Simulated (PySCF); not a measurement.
# F4H4HfO2 (cis-Hf(H2O)2F4): the cost of one run

Programs: PySCF 2.14.0, with routines of our own; each step states its level. All values are computed. Atoms count from 0.

### Step 1. The system as given

11 atoms, charge 0, multiplicity 1; geometry from: GFN2-xTB.

### Step 2. Relaxing the molecule at PBE0-D3(BJ)/def2-SVP

Job settings and geometry (Å):

```
{"job": {"xc": "PBE0", "basis": "def2-SVP", "d3": "d3bj", "grid": 1, "maxiter": 30, "shake": 0.03, "kind": "geom"}, "charge": 0, "multiplicity": 1}
Hf    -0.345760    -0.073290    -0.395690
O     -0.434600    -0.024550     1.735410
H     -1.015040    -0.825140     1.787210
H     -0.925910     0.750570     1.805500
F     -0.077610    -0.006350    -2.279970
O      1.730900     0.027440    -0.423710
H      1.835990     0.803410    -0.969410
H      1.860920    -0.736990    -1.025400
F     -2.252800     0.008500    -0.013310
F     -0.137530     1.808520    -0.088000
F     -0.140480    -1.817620    -0.101720
```

Command:

```console
$ OMP_NUM_THREADS=1 python heavy_run.py task.json out
```

This one command runs all jobs of the session in turn.

**Question.** How long does this first job take on 1 thread of Arm Neoverse V1, shared host, and how much memory does it need?

About 4 min, with a peak of 0.5 GiB.
